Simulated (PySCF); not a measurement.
**KCa−: bond curves at several levels of theory**

The task here is to estimate one member of a computed series from the others.

The runs use PySCF 2.14.0; K def2-SVPD, Ca def2-SVPD, no relativity.

4 further runs of the same task are left out: 4 set aside as unsound or not needed.

The first run:

A driver script around PySCF takes these settings:

```json
{
 "atoms": "K, Ca",
 "charge": "-1",
 "basis": "K def2-SVPD, Ca def2-SVPD",
 "Hamiltonian": "no relativity",
 "basis functions": "54",
 "electrons treated": "40",
 "masses in u": "38.9637, 39.9626",
 "levels": "PBE0, PBE, r²SCAN, BP86, PW91, MN15, HSE06, MP2, SCS-MP2, CCSD, CCSD(T)",
 "grid": "80 radial by 434 angular points",
 "occupations": "held fixed by the projection of orbital angular momentum",
 "dissociation limit": "K− + Ca, each in its ground configuration",
 "starting distance in angstrom": "3.635",
 "values of 2S to try": "0, 2"
}
```

Command:

```sh
$ OMP_NUM_THREADS=1 python dia.py task.json out
```

Among the steps run: Input; The PBE0 curve of the state that the search chose; PBE (GGA); r²SCAN; BP86; PW91 (GGA); MN15 (hybrid meta-GGA); HSE06; Adding correlation.

One of the session's tables, all rows but one given; the rest of the session is left out.

It belongs to the step «The curves together». Energy (eV) from each level's lowest point:

| R (Å) | RHF-MP2 | RHF-SCS-MP2 | RHF-CCSD | RHF-CCSD(T) | PBE |
| --- | --- | --- | --- | --- | --- |
| 3.934 | 0.103 | 0.114 | n/a | n/a | 0.075 |
| 4.117 | 0.047 | 0.055 | 0.052 | 0.043 | 0.030 |
| 4.300 | 0.016 | 0.021 | 0.018 | 0.013 | 0.007 |
| 4.437 | 0.004 | 0.007 | 0.005 | 0.002 | 0.000 |
| 4.574 | 0.000 | 0.000 | 0.000 | 0.000 | 0.000 |
| 4.711 | ? | ? | ? | ? | ? |
| 4.894 | 0.010 | 0.006 | 0.008 | 0.015 | 0.016 |
| 5.123 | 0.027 | 0.020 | 0.025 | 0.036 | 0.036 |
| 5.397 | 0.052 | 0.042 | 0.049 | 0.066 | 0.065 |
| 5.763 | 0.088 | 0.074 | n/a | n/a | 0.104 |

**Question.** Estimate the row for R (Å) = 4.711.

Worked estimate for «RHF-MP2». A straight line through the neighbours (4.574, 0.000) and (4.894, 0.010) gives 0.000 + (0.010 − 0.000) × (4.711 − 4.574) / (4.894 − 4.574) = 0.004; a parabola fitted to 4 rows on both sides gives 0.002.

As computed: RHF-MP2: 0.002; RHF-SCS-MP2: 0.000; RHF-CCSD: 0.001; RHF-CCSD(T): 0.004; PBE: 0.005. In «RHF-MP2» the line misses by +0.002 and the parabola by 0.000.
